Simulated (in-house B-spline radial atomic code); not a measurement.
# Ag²⁴⁺: ionisation energy by several methods

How far do functionals differ on the ionisation energy of Ag²⁴⁺? Each run solves Ag²⁴⁺ and then the next ion ([Ar] 3d4).

Method: scalar-relativistic (X2C), several functionals, spin-polarised; spherical all-electron atom at the radial basis limit. Code: in-house B-spline radial atomic code version 1.

**1. Starting point**

| Property | Result |
| --- | --- |
| element | silver (Z = 47) |
| charge | +24 |
| electrons | 23 |
| configuration | [Ar] 3d5 |
| nucleus | Fermi, rms radius 4.545 fm |

Outer shells as boxes (Hund's rule):

[Ar] 3d5
```
[Ar] core
3d [↑ ][↑ ][↑ ][↑ ][↑ ]
```

Where spins are not typed, each open shell is filled with up spins first.

**2. SCAN, a meta-GGA**

Settings of the run:

```ini
Z = 47
electrons = 23.0
configuration = [Ar] 3d5
hamiltonian = x2c
method = scan,scan
spin_polarised = True
nucleus = fermi
rms_radius = 4.5454
mass_number = 107
atomic_mass = 106.905091509
speed_of_light = 137.035999084
```

Main fields of the result record, rounded:

```text
{
  "status": "converged",
  "scf [iteration, energy, orbital gradient]": [
    [1, -4981.6747049, 0.189],
    [2, -4981.68191076, 0.00227],
    [3, -4981.68191237, 0.00116],
    [4, -4981.68191278, 0.000592],
    [5, -4981.68191292, 2.07e-05],
    [6, -4981.68191292, 1.03e-06],
    [7, -4981.68191292, 1.43e-07]
  ],
  "energy [hartree]": {"total": -4981.68191292, "kinetic": 5228.89668269, "nuclear": -11260.579686, "coulomb": 1170.22932306, "xc": -120.228232707},
  "orbitals [hartree, bohr; first row names the columns]": [
    ["name", "occ", "eps", "<r>", "<r^2>", "<1/r>", "r_max"],
    ["1s up", 1.0, -965.81573, 0.030567, 0.0012739, 51.426, 0.019507],
    ["1s down", 1.0, -965.80313, 0.030566, 0.0012738, 51.427, 0.019507],
    ["2s up", 1.0, -172.06565, 0.13387, 0.021175, 11.668, 0.11362],
    ["2s down", 1.0, -171.43677, 0.13354, 0.021072, 11.702, 0.11348],
    ["2p up", 3.0, -157.93379, 0.11697, 0.016699, 10.92, 0.090806],
    ["2p down", 3.0, -157.45724, 0.11662, 0.016594, 10.947, 0.090637],
    ["3s up", 1.0, -55.749493, 0.34712, 0.13735, 4.3187, 0.32144],
    ["3s down", 1.0, -55.013079, 0.34922, 0.13896, 4.2769, 0.32253],
    ["3p up", 3.0, -51.078806, 0.34135, 0.13459, 4.0745, 0.31232],
    ["3p down", 3.0, -50.309752, 0.3438, 0.13646, 4.0342, 0.31372],
    ["3d up", 5.0, -44.296808, 0.30998, 0.11212, 3.8582, 0.25615]
  ],
  "sum_r [bohr^k]": {"-1": 244.0359, "1": 5.330963, "2": 1.794738},
  "radius_at_0.001 [bohr]": 1.036,
  "radius_enclosing [bohr]": {"0.5": 0.2081, "0.9": 0.4406, "0.99": 0.6386},
  "slater [hartree]": {
    "F0(3p up,3p up)": 2.6346,
    "F2(3p up,3p up)": 1.3272,
    "F0(3p up,3p down)": 2.6251,
    "F2(3p up,3p down)": 1.3237,
    "F0(3p up,3d up)": 2.741,
    "F2(3p up,3d up)": 1.3261,
    "G1(3p up,3d up)": 1.4632,
    "G3(3p up,3d up)": 0.9632,
    "F0(3p down,3p down)": 2.6157,
    "F2(3p down,3p down)": 1.3202,
    "F0(3p down,3d up)": 2.7303,
    "F2(3p down,3d up)": 1.3209,
    "F0(3d up,3d up)": 2.9208,
    "F2(3d up,3d up)": 1.4893,
    "F4(3d up,3d up)": 0.9584
  },
  "ionisation_energy [hartree]": 45.5868364
}
```

It took 0.3 s on 1 thread, shared host.

The run also solves the next ion with the same method; the record keeps the difference, ionisation_energy. radius_at_0.001 is where the density falls to 0.001 electrons per bohr³. Meta-GGA runs start from a PBE run whose iterations are not counted.

Radial density 4πr²n(r) and radial functions P(r) = rR(r):

| r (bohr) | 4πr²n | 3p down | 3d up |
| --- | --- | --- | --- |
| 0.00195 | 5.153 | 0.0074 | 0.0000 |
| 0.00274 | 8.649 | 0.0133 | 0.0001 |
| 0.00385 | 14.13 | 0.0238 | 0.0002 |
| 0.00540 | 22.15 | 0.0427 | 0.0006 |
| 0.00758 | 32.91 | 0.0759 | 0.0015 |
| 0.0106 | 45.16 | 0.1324 | 0.0037 |
| 0.0149 | 56.06 | 0.2273 | 0.0094 |
| 0.0210 | 60.66 | 0.3772 | 0.0234 |
| 0.0294 | 56.85 | 0.5859 | 0.0554 |
| 0.0413 | 51.49 | 0.8402 | 0.1270 |
| 0.0579 | 57.40 | 1.0526 | 0.2722 |
| 0.0813 | 72.17 | 1.0496 | 0.5388 |
| 0.114 | 69.50 | 0.6089 | 0.9500 |
| 0.160 | 46.51 | -0.3351 | 1.4489 |
| 0.225 | 41.41 | -1.4161 | 1.8138 |
| 0.315 | 45.26 | -1.8890 | 1.7476 |
| 0.442 | 23.48 | -1.4252 | 1.1856 |
| 0.621 | 3.897 | -0.5869 | 0.4959 |
| 0.871 | 0.1487 | -0.1129 | 0.1065 |
| 1.22 | 0.0008169 | -0.0079 | 0.0091 |

On the record's full grid the radial density has clear maxima near r = 0.021, 0.096, 0.27 bohr.

**3. RPBE, a GGA**

Settings: those of step 2 with these lines changed.

```diff
@@ -4,3 +4,3 @@
 hamiltonian = x2c
-method = scan,scan
+method = rpbe,pbe
 spin_polarised = True
```

Main fields:

```text
{
  "status": "converged",
  "iterations": 8,
  "energy [hartree]": {"total": -4981.32128807, "kinetic": 5228.82158965, "nuclear": -11260.4451401, "coulomb": 1170.14678508, "xc": -119.844522733},
  "orbitals [hartree, bohr; first row names the columns]": [
    ["name", "occ", "eps", "<r>"],
    ["1s up", 1.0, -964.05322, 0.030559],
    ["1s down", 1.0, -964.05125, 0.030559],
    ["2s up", 1.0, -171.23987, 0.13395],
    ["2s down", 1.0, -170.7534, 0.1337],
    ["2p up", 3.0, -157.29554, 0.11696],
    ["2p down", 3.0, -156.93521, 0.11668],
    ["3s up", 1.0, -55.337205, 0.34771],
    ["3s down", 1.0, -54.774163, 0.34918],
    ["3p up", 3.0, -50.789156, 0.34168],
    ["3p down", 3.0, -50.20445, 0.3435],
    ["3d up", 5.0, -44.167498, 0.30998]
  ],
  "sum_r [bohr^k]": {"-1": 244.0369, "1": 5.332004, "2": 1.796145},
  "ionisation_energy [hartree]": 45.4704382
}
```

It took 0.2 s on 1 thread, shared host.

**4. AM05, a GGA**

Settings: those of step 3 with these lines changed.

```diff
@@ -4,3 +4,3 @@
 hamiltonian = x2c
-method = rpbe,pbe
+method = am05
 spin_polarised = True
```

Main fields:

```text
{
  "status": "converged",
  "iterations": 8,
  "energy [hartree]": {"total": -4976.12128139, "kinetic": 5221.81933907, "nuclear": -11253.1210998, "coulomb": 1169.7637501, "xc": -114.5832708},
  "orbitals [hartree, bohr; first row names the columns]": [
    ["name", "occ", "eps", "<r>"],
    ["1s up", 1.0, -962.85428, 0.03059],
    ["1s down", 1.0, -962.84441, 0.030588],
    ["2s up", 1.0, -171.0835, 0.13408],
    ["2s down", 1.0, -170.58614, 0.13384],
    ["2p up", 3.0, -157.23259, 0.11701],
    ["2p down", 3.0, -156.85496, 0.11675],
    ["3s up", 1.0, -55.269125, 0.34806],
    ["3s down", 1.0, -54.712719, 0.34943],
    ["3p up", 3.0, -50.752819, 0.34182],
    ["3p down", 3.0, -50.177576, 0.34351],
    ["3d up", 5.0, -44.158564, 0.30988]
  ],
  "sum_r [bohr^k]": {"-1": 243.8682, "1": 5.333289, "2": 1.796852},
  "ionisation_energy [hartree]": 45.4623582
}
```

It took 0.19 s on 1 thread, shared host.

**5. PBEsol, a GGA**

Settings: those of step 4 with these lines changed.

```diff
@@ -4,3 +4,3 @@
 hamiltonian = x2c
-method = am05
+method = pbesol
 spin_polarised = True
```

Main fields:

```text
{
  "status": "converged",
  "iterations": 8,
  "energy [hartree]": {"total": -4978.35642131, "kinetic": 5225.11060632, "nuclear": -11256.5463894, "coulomb": 1169.92322756, "xc": -116.843865757},
  "orbitals [hartree, bohr; first row names the columns]": [
    ["name", "occ", "eps", "<r>"],
    ["1s up", 1.0, -963.44705, 0.030575],
    ["1s down", 1.0, -963.44051, 0.030575],
    ["2s up", 1.0, -171.15212, 0.13402],
    ["2s down", 1.0, -170.66109, 0.13379],
    ["2p up", 3.0, -157.26325, 0.11698],
    ["2p down", 3.0, -156.89217, 0.11672],
    ["3s up", 1.0, -55.295984, 0.34793],
    ["3s down", 1.0, -54.732267, 0.34932],
    ["3p up", 3.0, -50.766261, 0.34178],
    ["3p down", 3.0, -50.185126, 0.34348],
    ["3d up", 5.0, -44.157668, 0.30996]
  ],
  "sum_r [bohr^k]": {"-1": 243.947, "1": 5.332921, "2": 1.796739},
  "ionisation_energy [hartree]": 45.4609751
}
```

It took 0.18 s on 1 thread, shared host.

**6. All methods side by side**

| method | rung | total energy (hartree) | ΔSCF (eV) | −ε highest (eV) | ΔSCF less tabulated (eV) |
| --- | --- | --- | --- | --- | --- |
| RPBE | GGA | -4981.3213 | 1237.31 | 1201.86 (3d up) | +6.31 |
| AM05 | GGA | -4976.1213 | 1237.09 | 1201.62 (3d up) | +6.09 |
| PBEsol | GGA | -4978.3564 | 1237.06 | 1201.59 (3d up) | +6.06 |
| SCAN | meta-GGA | -4981.6819 | 1240.48 | 1205.38 (3d up) | +9.48 |

What this shows: Against the tabulated ionisation energy, 1231 ± 4 eV (tabulated theoretical; NIST Atomic Spectra Database), the best here is PBEsol (+6.06 eV) and the worst SCAN (+9.48 eV, or 0.77 %). All methods miss on the same side by much the same amount, which points to something that they share. Relativistic terms that these runs lack can be as large as the gaps between close methods, so the nearest may be so by luck. Spin-orbit coupling is left out. Open shells are averaged (over orientations, and over spins where the run is restricted), while tables refer to the lowest levels.

Members of this set that are not shown: 3 used exact exchange with fractional occupations of an open shell, which is unsound here.

What each method cost (CPU seconds, one thread, shared host; runs marked * also made radial tables):

| method | CPU time | miss (eV) |
| --- | --- | --- |
| PBEsol | 0.18 s | +6.06 |
| AM05 | 0.19 s | +6.09 |
| RPBE* | 0.2 s | +6.31 |
| SCAN* | 0.3 s | +9.48 |
